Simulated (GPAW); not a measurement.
Crystal: HPbNO4.

```xyz
7
Lattice="4.1992 0.1112 0.1682 1.9160 3.8913 0.1257 1.7609 1.2526 6.3727" Properties=species:S:1:pos:R:3 pbc="T T T"
H     6.1559    3.5396    4.2374
Pb    3.9410    4.7367    5.7714
N     2.1622    1.5295    2.0021
O     6.1170    3.6060    5.2180
O     2.2525    1.0554    0.8130
O     2.1821    0.7481    2.9790
O     2.0545    2.7723    2.1460
```

The cell was built by a generator and needn't be a form met in nature.

Base run:

* Program: GPAW 26.7.0
* Functional: PBE
* Potentials or basis: GPAW PAW data sets (gpaw-data 1.2.1)
* Cutoff: 800 eV
* Basis: pw
* k mesh: 7 × 7 × 5
* Occupations: fermi-dirac, width 0.05 eV
* Spin: no spin polarisation

Its results: band gap on the k mesh 2.81 eV, indirect (least direct gap 2.83 eV); pressure -0.3 GPa; largest force 0.094 eV/Å.

Problem. After a change of settings the same cell gave: band gap on the k mesh 2.86 eV, indirect (least direct gap 2.87 eV); pressure -0.3 GPa; largest force 0.094 eV/Å. Which change was it?
A. k mesh from 7 × 7 × 5 to 4 × 4 × 3; dispersion from none to D4
B. k mesh from 7 × 7 × 5 to 5 × 5 × 3
C. spin from no spin polarisation to spin-orbit coupling, no magnetisation

Solution. B.

Caveats: spin-orbit coupling is left out, which as a rule narrows the gap of such compounds by several tenths of an eV; an odd mesh through Γ misses points on the zone boundary, where band edges often lie (some runs).
